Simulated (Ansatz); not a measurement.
Consider vertical spin-state energies of CH7BSn, SMILES B[CH2][SnH3] (Ansatz's Python interface).

`run_spin.py`:
```python
'''Vertical spin-state energies of CH7BSn.'''

import ansatz
from ase import Atoms


def main() -> None:
    atoms = Atoms(['B', 'C', 'Sn', 'H', 'H', 'H', 'H', 'H', 'H', 'H'], positions=[
        (-1.2887, 0.3111, -0.907),
        (0.1925, 0.6078, -0.6064),
        (0.7775, -0.643, 1.0059),
        (-1.6299, -0.7081, -1.2474),
        (-2.1137, 1.2329, -0.848),
        (0.3493, 1.6895, -0.3283),
        (0.8287, 0.3761, -1.5004),
        (0.6007, -2.3035, 0.573),
        (-0.1407, -0.2469, 2.4788),
        (2.5074, -0.367, 1.3828),
    ])
    molecule = ansatz.Crystal.molecule_from_ase(atoms)

    base = molecule.calculation()
    base = base.basis(gaussian='def2-SVPD')
    base = base.functional('PBE0')
    found = {}
    for unpaired in [0, 2]:
        data = base.spin('collinear', total=unpaired).run().report
        s = unpaired / 2
        found[unpaired] = data['free_energy_ev']
        print(f'2S+1 = {unpaired + 1}: E = {found[unpaired]:.5f} eV, <S^2> = {abs(data["mean_field"]["state"]["spin_squared"]):.3f} (pure state {s * (s + 1):.2f})')
    lowest = min(found, key=found.get)
    for unpaired, e in found.items():
        print(f'multiplicity {unpaired + 1}: {23.060548 * (e - found[lowest]):.1f} kcal/mol above the lowest')


if __name__ == '__main__':
    main()
```

Which spin state is lowest at this geometry, and how far above lie the others?

In order: multiplicity 1 (+0.00 eV) and multiplicity 3 (+4.62 eV), all at the one geometry.

What the script printed:

```console
$ python run_spin.py
2S+1 = 1: E = -7653.61880 eV, <S^2> = 0.000 (pure state 0.00)
2S+1 = 3: E = -7648.99864 eV, <S^2> = 2.007 (pure state 2.00)
multiplicity 1: 0.0 kcal/mol above the lowest
multiplicity 3: 106.5 kcal/mol above the lowest
```

Notes:
- The settings weren't tested for convergence.
- The geometry is a force-field or estimated start, not a minimum of this method, and the basis set is short of its limit. All parts are taken at fixed geometry, without zero-point energy.
- def2 sets replace the cores of elements past krypton by effective core potentials.
- Spin-orbit coupling, which mixes and shifts the spin states of heavy atoms, is left out.
- It ran for 19 s on 1 thread of Arm Neoverse V2, with other jobs on the host, peak memory 0.39 GiB.
